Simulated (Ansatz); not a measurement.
# GaH2 (doublet): from Hartree-Fock to the top rungs at scale of all distances = 1.000, aug-cc-pVDZ

How much of the correlation energy of GaH2 (doublet) does each wave-function method recover here?

The runs use Ansatz 0.2.0, Gaussian basis; aug-cc-pVDZ, core rule «outside noble gas», up to 14 orbitals frozen.

Plan: UHF; CCSD(T) on ROHF; CCSD(T) on UHF; BCCD(T) on ROHF; CISD; CCSDT(Q) on ROHF; CCSDT(Q) on UHF; CASSCF and MRCISD+Q, 3 electrons in 3 orbitals; CASSCF and NEVPT2, 3 electrons in 3 orbitals; CASSCF and MRCISD+Q, 5 electrons in 6 orbitals; CASSCF and MRCISD+Q(relaxed), 5 electrons in 6 orbitals; CASSCF and NEVPT2, 5 electrons in 6 orbitals; Full CI.

18 further runs of the same task are left out: 1 for a known fault of the program, 14 that didn't finish, 3 set aside as unsound or not needed.

### 1 The geometry

The geometry derives from a PBE0/def2-TZVP stationary point (not a proven minimum). All distances are scaled together. No spin-orbit coupling is included. The filled d shell of Ga may be among the frozen orbitals whatever the setting's name suggests; the logs give the count.

3 atoms, charge 0, spin multiplicity 2.

Atoms are counted from 1 here; the program's logs count them from 0.

Bond lengths: Ga1–H2 1.593 Å, Ga1–H3 1.593 Å. Angles: H2–Ga1–H3 120.5°.

### 2 UHF

The input, in.yaml:

```yaml
crystal:
  periodic: [false, false, false]
  atoms:
    - {symbol: Ga, position_ang: [0.000000, -0.022229, 0.000000]}
    - {symbol: H, position_ang: [0.000000, 0.768845, -1.383112]}
    - {symbol: H, position_ang: [0.000000, 0.768845, 1.383112]}
basis:
  gaussian: {orbitals: aug-cc-pVDZ}
magnetization: {spin_polarized: true, initial_magnetization: 1}
hamiltonian: {xc: hf}
output: {orbitals: {seedname: orbitals}}
```

Run with:

```sh
> ansatz run in.yaml --threads 1 --pin off --events-out ev --progress --plain --max-ram 2393MiB
```

After this run come: CCSD(T) on ROHF; CCSD(T) on UHF; BCCD(T) on ROHF; CISD; CCSDT(Q) on ROHF; CCSDT(Q) on UHF; CASSCF and MRCISD+Q, 3 electrons in 3 orbitals; CASSCF and NEVPT2, 3 electrons in 3 orbitals; CASSCF and MRCISD+Q, 5 electrons in 6 orbitals; CASSCF and MRCISD+Q(relaxed), 5 electrons in 6 orbitals; CASSCF and NEVPT2, 5 electrons in 6 orbitals; Full CI.

**Question.** What will the summary of the whole plan be? Wanted: FCI below the RHF energy; RMP2 from FCI; UMP2 from FCI; RCCSD from FCI; RCCSD(T) from FCI; UCCSD(T) from FCI; RCCSDT(Q) from FCI; UCCSDT(Q) from FCI; NEVPT2 pair from FCI.

As calculated:

| quantity | value |
| --- | --- |
| FCI below the RHF energy | -2.1898 eV |
| RMP2 from FCI | +56.4 kJ/mol |
| UMP2 from FCI | +55.3 kJ/mol |
| RCCSD from FCI | +4.6 kJ/mol |
| RCCSD(T) from FCI | +1.2 kJ/mol |
| UCCSD(T) from FCI | +0.7 kJ/mol |
| RCCSDT(Q) from FCI | -0.1 kJ/mol |
| UCCSDT(Q) from FCI | -0.6 kJ/mol |
| NEVPT2 pair from FCI | +54.6 kJ/mol |
| MRCISD+Q pair from FCI | -2.0 kJ/mol |
| NEVPT2 valence from FCI | +40.5 kJ/mol |
| levels within 1 kcal/mol (43 meV) | UCCSD, RCCSD(T), UCCSD(T), BCCD(T), RCCSDT, UCCSDT, RCCSDT(Q), UCCSDT(Q), MRCISD+Q pair, MRCISD valence, MRCISD+Q valence, MRCISD+Q(relaxed) valence |
| T1 diagnostic | 0.020 |
| effectively unpaired electrons | 1.03 |

What this shows: RCCSD(T) lands +1.2 kJ/mol from the yardstick (0.6 % of the correlation energy). UCCSDT, UCCSDT(Q), MRCISD+Q pair, MRCISD+Q valence, MRCISD+Q(relaxed) valence fall below full CI: unrestricted runs freeze a spin-polarised core, another one than full CI's, and coupled cluster isn't variational. One determinant dominates. Of the multireference levels listed MRCISD+Q valence comes nearest in total energy (-1.2 kJ/mol), which doesn't show that its space is the better one. These misses are within one basis, not against nature; the frozen cores of restricted and unrestricted runs differ, which can shift their rows.
